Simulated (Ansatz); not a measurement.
# CH7NSiZn: how energies converge with the basis set

One table from this session's results is given with a row withheld; the runs are named, their logs left out.

Program: Ansatz 0.2.0, Gaussian basis. Level of theory: one geometry, several basis sets. These are calculated values, not measurements.

Levels to be run: PBE0-D4/def2-SVP; ωB97M-V/def2-SVP; PBE0-D4/def2-QZVPP; ωB97M-V/def2-QZVPP; the functionals' def2-TZVPP values are taken from earlier runs.

## The relaxed structure

An earlier PBE0-D4 in a triple-zeta def2 set relaxation fixed the geometry.

SMILES `N[CH2][Zn][SiH3]`, 11 atoms, charge 0, spin multiplicity 1.

Atoms are counted from 1 here; the program's logs count them from 0.

Bond lengths: N1–C2 1.473 Å, N1–H5 1.012 Å, N1–H6 1.012 Å, C2–Zn3 1.987 Å, C2–H7 1.094 Å, C2–H8 1.094 Å, Zn3–Si4 2.389 Å, Si4–H9 1.493 Å, Si4–H10 1.493 Å, Si4–H11 1.493 Å. Angles: C2–N1–H5 111.1°, C2–N1–H6 111.1°, H5–N1–H6 106.5°, N1–C2–Zn3 116.1°, N1–C2–H7 108.0°, N1–C2–H8 108.0°, Zn3–C2–H7 109.8°, Zn3–C2–H8 109.7°, H7–C2–H8 104.7°, C2–Zn3–Si4 175.3°, Zn3–Si4–H9 112.4°, Zn3–Si4–H10 112.4°, Zn3–Si4–H11 112.1°, H9–Si4–H10 106.5°, H9–Si4–H11 106.5°, H10–Si4–H11 106.5°.

Set-up of the first run:

The input, in.yaml:

```yaml
crystal:
  periodic: [false, false, false]
  atoms:
    - {symbol: N, position_ang: [-0.839158, 1.697565, -1.674616]}
    - {symbol: C, position_ang: [0.421326, 1.441218, -0.957004]}
    - {symbol: Zn, position_ang: [0.425984, -0.123668, 0.266865]}
    - {symbol: Si, position_ang: [0.245825, -2.036824, 1.686746]}
    - {symbol: H, position_ang: [-1.102672, 0.903890, -2.244587]}
    - {symbol: H, position_ang: [-1.602039, 1.853663, -1.028183]}
    - {symbol: H, position_ang: [0.683519, 2.346404, -0.400855]}
    - {symbol: H, position_ang: [1.216924, 1.331684, -1.700272]}
    - {symbol: H, position_ang: [-0.094816, -3.278196, 0.929976]}
    - {symbol: H, position_ang: [-0.809519, -1.874346, 2.730578]}
    - {symbol: H, position_ang: [1.519923, -2.318490, 2.412052]}
basis:
  gaussian: {orbitals: def2-SVP}
hamiltonian: {xc: pbe0, dispersion: d4}
output: {orbitals: {seedname: orbitals}}
```

Started as:

```
> ansatz run in.yaml --threads 4 --pin off --events-out ev --progress --plain --max-ram 10444MiB
```

Steps of the session up to this table: PBE0-D4 in def2-SVP; ωB97M-V in def2-SVP; PBE0-D4 in def2-QZVPP; ωB97M-V in def2-QZVPP.

One table of the session follows, with a row left open; its other results are not shown here.

It belongs to the step «Density functionals: the series». 

| functional | basis | HOMO (eV) |
| --- | --- | --- |
| PBE0-D4 | def2-SVP | -5.44 |
| PBE0-D4 | def2-TZVPP | -5.71 |
| PBE0-D4 | def2-QZVPP | -5.75 |
| ωB97M-V | def2-SVP | ? |
| ωB97M-V | def2-TZVPP | -7.86 |
| ωB97M-V | def2-QZVPP | -7.90 |

Estimate the missing values for ωB97M-V, def2-SVP.

As computed: HOMO (eV): -7.59. In the column «HOMO (eV)» it lies between ωB97M-V, def2-TZVPP (-7.86) and PBE0-D4, def2-QZVPP (-5.75).
